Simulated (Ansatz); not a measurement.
# SiSn5: the cost of one run

Program: Ansatz 0.2.0. Level of theory: DFT PBE, scalar-relativistic, plane waves, PAW. These are calculated values, not measurements.

**1. The starting structure**

It takes space group P-62m (No. 189, hexagonal). The conventional cell has a = 5.805 Å, b = 5.805 Å, c = 5.330 Å, α = 90.00°, β = 90.00°, γ = 120.00°. Around Si (site symmetry -62m) lie 12 Sn at 3.29 to 3.35 Å. Sn (site symmetry m2m) has 10 Sn at 3.29 to 3.35 Å and 2 Si at 3.29 Å as nearest neighbours. Sn (site symmetry -6) has 9 Sn at 3.29 to 3.35 Å and 3 Si at 3.35 Å as nearest neighbours.

As a file:

```
Si Sn
1.0
     5.80502    0.00000    0.00000
    -2.90251    5.02730    0.00000
     0.00000    0.00000    5.33019
Si Sn
1 5
Direct
  0.00000 0.00000 0.50000
  0.66667 0.00000 0.00000
  0.33333 0.33333 0.00000
  0.00000 0.66667 0.00000
  0.66667 0.33333 0.50000
  0.33333 0.66667 0.50000
```

The start is an ordering of an alloy on its end members' structure types: elements ordered on the sites of the Gd type, Si/Sn on Gd (P-62m, No. 189).

**2. Probe: one point on a coarse mesh**

Contents of input.yaml:

```yaml
crystal:
  lattice:
    - [5.80502058, 0.0, 0.0]
    - [-2.90251029, 5.02729529, 0.0]
    - [0.0, 0.0, 5.33018664]
  atoms:
    - { symbol: Si, position: [0.0, 0.0, 0.5] }
    - { symbol: Sn, position: [0.66666667, 0.0, 0.0] }
    - { symbol: Sn, position: [0.33333333, 0.33333333, 0.0] }
    - { symbol: Sn, position: [0.0, 0.66666667, 0.0] }
    - { symbol: Sn, position: [0.66666667, 0.33333333, 0.5] }
    - { symbol: Sn, position: [0.33333333, 0.66666667, 0.5] }
basis:
  ecutwfc: 420
kpoints:
  mp_grid: { grid: [3, 3, 4] }
hamiltonian:
  xc: pbe
scf:
  occupations: { method: gaussian, width: 0.1 }
  lower_state_search: "off"
output:
  forces: true
  stress: true
  eigenvalues: true
```

Command:

```sh
ansatz run input.yaml --threads 1 --pin off --max-ram 2560MiB --backend cpu --events-out ev --progress --plain --runs-dir out
```

**Question.** How long does this run take on 1 thread of Intel Xeon 6975P-C (Granite Rapids), shared host, and how much memory does it need?

About 3.3 s, with a peak of 0.4 GiB.
